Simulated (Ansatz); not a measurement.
# Ca26LaO27 (Lime): the cost of one run

Computed with Ansatz 0.2.0 (DFT, PBE, plane-wave PAW, default files, scalar-relativistic, unless a step's input says otherwise).

1 further run of the same task is left out (it didn't finish).

## 1. The starting structure

It takes space group Fm-3m (No. 225, cubic). Conventional cell: a = 14.439 Å, b = 14.439 Å, c = 14.439 Å, α = 90.00°, β = 90.00°, γ = 90.00°. La (site symmetry m-3m) is surrounded by 6 O at 2.41 Å. Around Ca (site symmetry mm2) lie 6 O at 2.41 Å. Around Ca (site symmetry 3m) lie 6 O at 2.41 Å. Around Ca (site symmetry 4mm) lie 6 O at 2.41 Å. O (site symmetry 3m) has 6 Ca at 2.41 Å as nearest neighbours. Around O (site symmetry 4mm) lie 5 Ca at 2.41 Å and 1 La at 2.41 Å. O (site symmetry mm2) has 6 Ca at 2.41 Å as nearest neighbours. Around O (site symmetry m-3m) lie 6 Ca at 2.41 Å.

Coordinates:

```
La Ca O
1.0
     0.00000    7.21950    7.21950
     7.21950    0.00000    7.21950
     7.21950    7.21950    0.00000
La Ca O
1 26 27
Direct
  0.00000 0.00000 0.00000
  0.00000 0.00000 0.33333
  0.00000 0.00000 0.66667
  0.00000 0.33333 0.00000
  0.00000 0.33333 0.33333
  0.00000 0.33333 0.66667
  0.00000 0.66667 0.00000
  0.00000 0.66667 0.33333
  0.00000 0.66667 0.66667
  0.33333 0.00000 0.00000
  0.33333 0.00000 0.33333
  0.33333 0.00000 0.66667
  0.33333 0.33333 0.00000
  0.33333 0.33333 0.33333
  0.33333 0.33333 0.66667
  0.33333 0.66667 0.00000
  0.33333 0.66667 0.33333
  0.33333 0.66667 0.66667
  0.66667 0.00000 0.00000
  0.66667 0.00000 0.33333
  0.66667 0.00000 0.66667
  0.66667 0.33333 0.00000
  0.66667 0.33333 0.33333
  0.66667 0.33333 0.66667
  0.66667 0.66667 0.00000
  0.66667 0.66667 0.33333
  0.66667 0.66667 0.66667
  0.16667 0.16667 0.16667
  0.16667 0.16667 0.50000
  0.16667 0.16667 0.83333
  0.16667 0.50000 0.16667
  0.16667 0.50000 0.50000
  0.16667 0.50000 0.83333
  0.16667 0.83333 0.16667
  0.16667 0.83333 0.50000
  0.16667 0.83333 0.83333
  0.50000 0.16667 0.16667
  0.50000 0.16667 0.50000
  0.50000 0.16667 0.83333
  0.50000 0.50000 0.16667
  0.50000 0.50000 0.50000
  0.50000 0.50000 0.83333
  0.50000 0.83333 0.16667
  0.50000 0.83333 0.50000
  0.50000 0.83333 0.83333
  0.83333 0.16667 0.16667
  0.83333 0.16667 0.50000
  0.83333 0.16667 0.83333
  0.83333 0.50000 0.16667
  0.83333 0.50000 0.50000
  0.83333 0.50000 0.83333
  0.83333 0.83333 0.16667
  0.83333 0.83333 0.50000
  0.83333 0.83333 0.83333
```

Atom 1 of the input is the impurity.

## 2. Gradients at the starting positions

Contents of input.yaml:

```yaml
crystal:
  lattice:
    - [0.0, 7.2195, 7.2195]
    - [7.2195, 0.0, 7.2195]
    - [7.2195, 7.2195, 0.0]
  atoms:
    - { symbol: La, position: [0.0, 0.0, 0.0] }
    - { symbol: Ca, position: [0.0, 0.0, 0.3333333333] }
    - { symbol: Ca, position: [0.0, 0.0, 0.6666666667] }
    - { symbol: Ca, position: [0.0, 0.3333333333, 0.0] }
    - { symbol: Ca, position: [0.0, 0.3333333333, 0.3333333333] }
    - { symbol: Ca, position: [0.0, 0.3333333333, 0.6666666667] }
    - { symbol: Ca, position: [0.0, 0.6666666667, 0.0] }
    - { symbol: Ca, position: [0.0, 0.6666666667, 0.3333333333] }
    - { symbol: Ca, position: [0.0, 0.6666666667, 0.6666666667] }
    - { symbol: Ca, position: [0.3333333333, 0.0, 0.0] }
    - { symbol: Ca, position: [0.3333333333, 0.0, 0.3333333333] }
    - { symbol: Ca, position: [0.3333333333, 0.0, 0.6666666667] }
    - { symbol: Ca, position: [0.3333333333, 0.3333333333, 0.0] }
    - { symbol: Ca, position: [0.3333333333, 0.3333333333, 0.3333333333] }
    - { symbol: Ca, position: [0.3333333333, 0.3333333333, 0.6666666667] }
    - { symbol: Ca, position: [0.3333333333, 0.6666666667, 0.0] }
    - { symbol: Ca, position: [0.3333333333, 0.6666666667, 0.3333333333] }
    - { symbol: Ca, position: [0.3333333333, 0.6666666667, 0.6666666667] }
    - { symbol: Ca, position: [0.6666666667, 0.0, 0.0] }
    - { symbol: Ca, position: [0.6666666667, 0.0, 0.3333333333] }
    - { symbol: Ca, position: [0.6666666667, 0.0, 0.6666666667] }
    - { symbol: Ca, position: [0.6666666667, 0.3333333333, 0.0] }
    - { symbol: Ca, position: [0.6666666667, 0.3333333333, 0.3333333333] }
    - { symbol: Ca, position: [0.6666666667, 0.3333333333, 0.6666666667] }
    - { symbol: Ca, position: [0.6666666667, 0.6666666667, 0.0] }
    - { symbol: Ca, position: [0.6666666667, 0.6666666667, 0.3333333333] }
    - { symbol: Ca, position: [0.6666666667, 0.6666666667, 0.6666666667] }
    - { symbol: O, position: [0.1666666667, 0.1666666667, 0.1666666667] }
    - { symbol: O, position: [0.1666666667, 0.1666666667, 0.5] }
    - { symbol: O, position: [0.1666666667, 0.1666666667, 0.8333333333] }
    - { symbol: O, position: [0.1666666667, 0.5, 0.1666666667] }
    - { symbol: O, position: [0.1666666667, 0.5, 0.5] }
    - { symbol: O, position: [0.1666666667, 0.5, 0.8333333333] }
    - { symbol: O, position: [0.1666666667, 0.8333333333, 0.1666666667] }
    - { symbol: O, position: [0.1666666667, 0.8333333333, 0.5] }
    - { symbol: O, position: [0.1666666667, 0.8333333333, 0.8333333333] }
    - { symbol: O, position: [0.5, 0.1666666667, 0.1666666667] }
    - { symbol: O, position: [0.5, 0.1666666667, 0.5] }
    - { symbol: O, position: [0.5, 0.1666666667, 0.8333333333] }
    - { symbol: O, position: [0.5, 0.5, 0.1666666667] }
    - { symbol: O, position: [0.5, 0.5, 0.5] }
    - { symbol: O, position: [0.5, 0.5, 0.8333333333] }
    - { symbol: O, position: [0.5, 0.8333333333, 0.1666666667] }
    - { symbol: O, position: [0.5, 0.8333333333, 0.5] }
    - { symbol: O, position: [0.5, 0.8333333333, 0.8333333333] }
    - { symbol: O, position: [0.8333333333, 0.1666666667, 0.1666666667] }
    - { symbol: O, position: [0.8333333333, 0.1666666667, 0.5] }
    - { symbol: O, position: [0.8333333333, 0.1666666667, 0.8333333333] }
    - { symbol: O, position: [0.8333333333, 0.5, 0.1666666667] }
    - { symbol: O, position: [0.8333333333, 0.5, 0.5] }
    - { symbol: O, position: [0.8333333333, 0.5, 0.8333333333] }
    - { symbol: O, position: [0.8333333333, 0.8333333333, 0.1666666667] }
    - { symbol: O, position: [0.8333333333, 0.8333333333, 0.5] }
    - { symbol: O, position: [0.8333333333, 0.8333333333, 0.8333333333] }
total_charge: 1
kpoints:
  mp_grid: { grid: [2, 2, 2] }
scf:
  occupations: { method: fermi_dirac, width: 0.01 }
hamiltonian:
  xc: pbe
  pseudopotentials: { kind: paw }
output:
  forces: true
  stress: true
  populations: true
  efg:
    quadrupole_moments_barn: { La: 0.206, Ca: -0.0408, O: -0.02558 }
    contact_densities: true
```

On the command line:

```console
$ ansatz run input.yaml --threads 1 --pin off --max-ram 3072MiB --backend cpu --events-out ev --progress --plain --runs-dir out
```

Q: Estimate wall time and peak memory on 1 thread of Intel Xeon 6975P-C (Granite Rapids), shared host.

About 35 s, with a peak of 1.6 GiB.
